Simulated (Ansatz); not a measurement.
# Cl2H2HfOSe: relaxing the structure

What shape does Cl2H2HfOSe take? The plan is to relax it.

The runs use Ansatz 0.2.0, Gaussian basis; RKS PBE0-D4/def2-TZVP.

The runs, in order: relaxation at PBE0-D4/def2-TZVP.

1 further run of the same task is left out (set aside as unsound or not needed).

### Step 1. Where the work starts

7 atoms, charge 0, spin multiplicity 1.

Atoms are counted from 1 here; the program's logs count them from 0.

Bond lengths: O1–Hf2 1.843 Å, O1–H6 0.964 Å, Hf2–Cl3 2.262 Å, Hf2–Cl4 2.245 Å, Hf2–Se5 2.479 Å, Se5–H7 1.432 Å. Angles: Hf2–O1–H6 121.0°, O1–Hf2–Cl3 98.1°, O1–Hf2–Cl4 130.6°, O1–Hf2–Se5 98.5°, Cl3–Hf2–Cl4 103.8°, Cl3–Hf2–Se5 118.6°, Cl4–Hf2–Se5 108.4°, Hf2–Se5–H7 100.2°.

Coordinates:

```xyz
7
Cl2H2HfOSe
O     0.6806   -1.0655   -0.7959
Hf   -0.5079   -0.2065    0.3210
Cl    0.5530   -0.6036    2.2792
Cl   -2.6610   -0.6472    0.7791
Se   -0.3667    2.0632   -0.6665
H     1.4900   -1.4589   -0.4509
H     0.8120    1.9185   -1.4660
```

The start is a GFN2-xTB geometry. Hf takes the def2 core potential; no spin-orbit term is included.

### Step 2. Optimising with PBE0-D4/def2-TZVP

The input, in.yaml:

```yaml
crystal:
  periodic: [false, false, false]
  atoms:
    - {symbol: O, position_ang: [0.680630, -1.065480, -0.795870]}
    - {symbol: Hf, position_ang: [-0.507900, -0.206510, 0.321000]}
    - {symbol: Cl, position_ang: [0.553030, -0.603610, 2.279200]}
    - {symbol: Cl, position_ang: [-2.661030, -0.647220, 0.779100]}
    - {symbol: Se, position_ang: [-0.366730, 2.063240, -0.666480]}
    - {symbol: H, position_ang: [1.490030, -1.458950, -0.450930]}
    - {symbol: H, position_ang: [0.811970, 1.918530, -1.466020]}
basis:
  gaussian: {orbitals: def2-TZVP}
hamiltonian: {xc: pbe0, dispersion: d4}
relax: {f_tol: 0.005, max_steps: 150}
```

The run is started by

```sh
> ansatz run in.yaml --threads 2 --pin off --events-out ev --progress --plain --max-ram 22528MiB --backend cuda --devices 0, --max-vram 18GiB
```

**Question.** What will the summary of the whole plan be? Wanted: point group; shift from the start; total energy; dispersion term; dipole moment.

The runs gave:

| quantity | value |
| --- | --- |
| point group | Cs |
| steps | 17 |
| shift from the start (rms) | 0.449 Å |
| total energy | -93772.5748 eV |
| dispersion term | -191 meV |
| dipole moment | 3.26 D |

**Reading.** The atoms moved 0.45 Å (rms) from the start; the bond that changed most is Hf2–Se5, from 2.479 to 2.575 Å. No vibrations were run, so it is not proven to be a minimum. The largest Mulliken charge, +1.27 e, sits on Hf2.
